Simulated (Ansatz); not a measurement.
Working through a ladder of methods at one geometry of CH6BFGeSi, SMILES [F][Ge]1([SiH3])[BH][CH2]1

With the Ansatz DFT code, driven from Python.

Typed at the interpreter:
```pycon
>>> from dataclasses import dataclass
>>> from pathlib import Path
>>> import ansatz as az
>>> import numpy as np
>>> @dataclass(frozen=True)
... class Options:
...     basis: str = "def2-SVP"
...
>>> cfg = Options()
>>> GEOMETRY = """
... F    -1.83490   -1.63660   -0.53450
... Ge   -0.39160   -0.67880   -0.45780
... Si    0.93020   -1.00230    1.37710
... B    -0.90450    1.38980   -0.35050
... C    -0.16020    0.80080   -1.56220
... H     0.29080   -0.45620    2.58440
... H     2.26510   -0.29760    1.19550
... H     1.25320   -2.42480    1.55870
... H    -1.51710    2.28900    0.24540
... H     0.88160    1.18860   -1.56440
... H    -0.74740    0.77120   -2.47120
... """
>>> system = az.Crystal.molecule()
>>> for line in GEOMETRY.strip().splitlines():
...     symbol, *xyz = line.split()
...     system = system.atom(symbol, [float(v) for v in xyz])
...
>>> model = system.calculation().basis(gaussian=cfg.basis)
>>> print("functional    E (Ha)        dipole (D)   HOMO (eV)  LUMO (eV)")
functional    E (Ha)        dipole (D)   HOMO (eV)  LUMO (eV)
>>> for name in ["b3lyp", "hse06", "r2scan", "pbe", "hf"]:
...     summary = model.functional(name).forces().orbitals().run(threads=1, runs_dir="runs").report
...     lines = Path(summary["orbitals_path"]).read_text().splitlines()
...     field_of = lambda key: [line.split("=")[1].strip() for line in lines if line.startswith(key)]
...     orbitals = [(27.211386 * float(e), s, float(n)) for e, s, n in zip(field_of("Ene="), field_of("Spin="), field_of("Occup="))]
...     homo = max(e for e, _, n in orbitals if n > 0.5)
...     lumo = min(e for e, _, n in orbitals if n < 0.5)
...     dipole = 4.803205 * np.linalg.norm(summary["charge_distribution"]["dipole_moment_e_ang"])
...     print(f"{name:10s} {summary['free_energy_ev'] / 27.211386246:14.6f} {dipole:9.3f} {homo:11.3f} {lumo:10.3f}")
...
b3lyp        -2532.413097     2.380      -5.306     -2.347
hse06        -2531.766111     2.438      -5.142     -2.604
r2scan       -2532.229157     2.429      -4.757     -2.900
pbe          -2531.681407     2.286      -4.528     -3.180
hf           -2529.209292     2.650      -7.573      1.486
```

Caveats:
- Total energies depend on the basis set; only differences at equal settings carry meaning.
- The geometry is a force-field or estimated start, not a minimum of this method, and the basis set is short of its limit. A lower total doesn't mark the better method: functionals have no common bound, and MP2 and coupled cluster aren't variational.
- b3lyp holds the VWN-RPA fit, as in Gaussian; the form of ORCA and Turbomole is b3lyp5.
- Levels such as HOMO and LUMO are orbital energies: with these approximate functionals they aren't the ionisation energy and electron affinity, and their gap isn't the fundamental gap.
- hse06 follows the composition of plane-wave codes, whose totals differ by tens of mHa, up to about 0.1 Ha, from the form usual in Gaussian-basis programs (wpbeh).
- It ran for 35 s on 1 thread of Arm Neoverse V2, with other jobs on the host, peak memory 0.38 GiB.
